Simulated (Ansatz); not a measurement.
# CH4OSi2: the cost of one run

Method: RKS BHLYP-D4/def2-SVP, in Ansatz 0.2.0.

### 1 Starting point

Bond lengths: O1–Si2 1.502 Å, Si2–C3 1.752 Å, C3–Si4 1.879 Å, C3–H5 1.083 Å, Si4–H6 1.472 Å, Si4–H7 1.466 Å, Si4–H8 1.474 Å. Angles: O1–Si2–C3 178.3°, Si2–C3–Si4 126.0°, Si2–C3–H5 116.8°, Si4–C3–H5 116.9°, C3–Si4–H6 111.1°, C3–Si4–H7 108.3°, C3–Si4–H8 112.3°, H6–Si4–H7 109.4°, H6–Si4–H8 106.8°, H7–Si4–H8 108.9°.

Structure file:

```xyz
8

O     0.5891   -1.6211    2.9822
Si    0.6944   -0.9430    1.6459
C     0.7905   -0.1128    0.1056
Si   -0.6629    0.5449   -0.8875
H     1.7664   -0.0583   -0.3605
H    -1.4186    1.5474   -0.1190
H    -0.1423    1.1602   -2.1124
H    -1.6165   -0.5172   -1.2541
```

### 2 Relaxing end A

Input file input.yaml:

```yaml
crystal:
  periodic: [false, false, false]
  atoms:
    - { symbol: O, position_ang: [0.58911, -1.62108, 2.98218] }
    - { symbol: Si, position_ang: [0.69435, -0.94297, 1.64585] }
    - { symbol: C, position_ang: [0.79052, -0.11282, 0.10557] }
    - { symbol: Si, position_ang: [-0.6629, 0.54486, -0.88752] }
    - { symbol: H, position_ang: [1.76639, -0.05834, -0.36049] }
    - { symbol: H, position_ang: [-1.41865, 1.54738, -0.11904] }
    - { symbol: H, position_ang: [-0.14231, 1.16022, -2.11243] }
    - { symbol: H, position_ang: [-1.61652, -0.51725, -1.25412] }
basis:
  gaussian: { orbitals: def2-SVP }
hamiltonian:
  xc: { name: BHLYP }
  dispersion: d4
relax:
  f_tol: 0.02
  max_steps: 50
```

Run with:

```bash
ansatz run input.yaml --threads 2 --pin off --max-ram 3072MiB --backend cpu --events-out ev --progress --plain --runs-dir out
```

Q: Estimate wall time and peak memory on 2 threads of Arm Neoverse N1, shared host.

About 41 s, with a peak of 0.16 GiB.
